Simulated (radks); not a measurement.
**Si in [Ne] 3s2 3p2: an all-electron calculation**

An exercise on one series of results from a longer session: the logs are not shown, and one member is left open.

Method: Dirac Kohn-Sham, PBE, spin-unpolarised, spherical densities, finite nucleus; open shells fill j = l - 1/2 first. Code: radks (a radial shooting solver on a logarithmic mesh, Libxc functionals) version 1.

## What is computed

| Item | Value |
| --- | --- |
| element | silicon (Z = 14) |
| charge | 0 |
| electrons | 14 |
| configuration | [Ne] 3s2 3p2 |
| nuclear rms radius | 3.1224 fm |

The first run:

Input:

```text
Z 14
configuration [Ne] 3s2 3p2 4s0 3d0
relativity Dirac
functional pbe,pbe
spin unpolarised
j_filling energy
nucleus finite rms 3.1224 fm
c 137.035999084
```

One table of the session follows, with a row left open; its other results are not shown here.

It belongs to the step «Radial structure». From the orbitals of this run (lengths in bohr):

| level | <r> | outermost maximum (interpolated) | 90 % within | nodes |
| --- | --- | --- | --- | --- |
| 1s1/2 | 0.1113 | 0.0726 | 0.199 | 0 |
| 2s1/2 | ? | ? | ? | ? |
| 2p1/2 | 0.5361 | 0.387 | 0.901 | 0 |
| 2p3/2 | 0.5383 | 0.388 | 0.905 | 0 |
| 3s1/2 | 2.164 | 1.79 | 3.30 | 2 |
| 3p1/2 | 2.791 | 2.15 | 4.45 | 1 |
| 3p3/2 | 2.800 | 2.16 | 4.46 | 1 |

**Question.** Estimate the row for 2s1/2.

The run gave: <r>: 0.5679; outermost maximum (interpolated): 0.455; 90 % within: 0.895; nodes: 1. In the column «<r>» it lies between 2p3/2 (0.5383) and 3s1/2 (2.164).

Limits of these values: Spin polarisation and multiplet splitting are left out.
